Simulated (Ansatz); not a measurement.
Working through a single point of La₃PbC (distorted cell)

With Ansatz's Python interface.

Run as a notebook:

```python
import ansatz as az
import matplotlib.pyplot as plt
import numpy as np
```

```python
MESH = (3, 3, 3)
WIDTH_EV = 0.05
```

```python
system = (
    az.Lattice.of((5.32164, 0.06213, 0.12909), (0.06213, 5.27331, 0.03396), (0.12909, 0.03396, 5.20088))
    .atom('La', (0.52051, 0.98285, 0.46198))
    .atom('La', (0.00919, 0.49098, 0.50646))
    .atom('La', (0.50333, 0.49637, 0.99151))
    .atom('Pb', (0.97467, 0.99105, 0.01145))
    .atom('C', (0.51894, 0.53636, 0.47673))
)
```

```python
[site.symbol for site in system.resolved().sites]
```

    ['La', 'La', 'La', 'Pb', 'C']

```python
calculation = (
    system.calculation()
    .functional(az.Functional.LDA)
    .kpoints(mesh=MESH, center='gamma')
    .pseudopotentials('paw')
    .occupations(az.OccupationsMethod.FERMI_DIRAC, width=WIDTH_EV)
    .density_of_states(energy_step=0.1, method='tetrahedron', nscf_kmesh_spacing=0.36)
    .band_table()
    .stress()
)
res = calculation.run(threads=1, backend='cpu')
report = res.report
```

    DeckWarning: basis.ecutwfc = 420 eV, auto-derived from the records' recommended cutoffs: set by La (normal level)

```python
report['converged'], report['free_energy_ev']
```

    (True, -30075.369923027494)

```python
report['free_energy_ev']
```

    -30075.369923027494

```python
report['n_kpoints'], report['n_symmetry_ops'], report['n_pw']
```

    (14, 1, 2849)

```python
print('%-22s %14.5f eV' % ('F = E - TS', report['free_energy_ev']))
print('%-22s %14.5f eV' % ('E', report['internal_energy_ev']))
print('%-22s %14.5f eV' % ('Harris-Foulkes', report['harris_foulkes_ev']))
print('%-22s %14.5f eV' % ('Fermi level', report['fermi_energy_ev']))
```

    F = E - TS               -30075.36992 eV
    E                        -30075.33832 eV
    Harris-Foulkes           -30075.36992 eV
    Fermi level                  10.92267 eV

```python
dos = res.density_of_states()
energy = np.asarray(dos.energies_ev) - dos.fermi_ev
top = min(levels[-1] for levels in report['eigenvalues_ev']) - dos.fermi_ev  # the computed bands end here
fig, ax = plt.subplots(figsize=(5, 3.2))
for spin, channel in enumerate(dos.channels):
    ax.plot(energy, (-1) ** spin * np.asarray(channel.g_bin_mean_per_ev), lw=1)
ax.axvline(0, color='k', ls=':')
ax.set(xlim=(-6, min(6, top)), xlabel='E - E_F (eV)', ylabel='states/eV', title='La3PbC')
fig.tight_layout()
fig.savefig('dos.png', dpi=100)
print('states below E_F:', round(float(np.interp(0.0, energy, dos.spin_summed_integrated)), 3))
```

    states below E_F: 50.674

```python
terms = report['components']
{name: round(terms[name], 3) for name in ('e_kinetic', 'e_hartree', 'e_xc', 'e_local', 'e_nonlocal')}
```

    {'e_kinetic': 953.718,
     'e_hartree': 808.548,
     'e_xc': -679.526,
     'e_local': -2221.349,
     'e_nonlocal': 681.727}

```python
sigma = report['stress_gpa']
voigt = [sigma[0][0], sigma[1][1], sigma[2][2], sigma[1][2], sigma[0][2], sigma[0][1]]
print('stress xx yy zz yz xz xy (GPa, compression positive):', ' '.join(f'{s:.3f}' for s in voigt))
print('P =', round(10 * float(np.mean(voigt[:3])), 2), 'kbar')
```

    stress xx yy zz yz xz xy (GPa, compression positive): -5.335 -2.497 -3.902 -0.183 -2.244 -0.695
    P = -39.11 kbar

What to keep in mind:
- Absolute energies stand on the zero of these potentials, so only differences at equal settings mean something. A total without «per atom» is that of the cell as typed.
- The energy terms are those on the plane-wave grid, with the one-centre PAW part apart; the terms shown are only some of the summands, so they needn't add up to F.
- The count of states below the Fermi level is interpolated on the energy grid.
- For a metal this k-point mesh is coarse: on a finer one energies can move by several to tens of meV an atom and pressures by half a GPa or more, differences at one mesh by less.
- Only differences from the Fermi energy are physical; the zero of the scale is a convention.
- Spin-orbit coupling, which matters for elements this heavy, is left out.
- The cell is a database structure, distorted on purpose.
- Warnings are shown shortened and without file and line.
- The computed bands are complete only to about 0.9 eV above the Fermi level; beyond that the density of states is undercounted.
- Finished in 14 s on 1 thread of Arm Neoverse V2, with other jobs on the host, peak memory 0.49 GiB.

(Lines on the test bed's own set-up are left out of the output.)
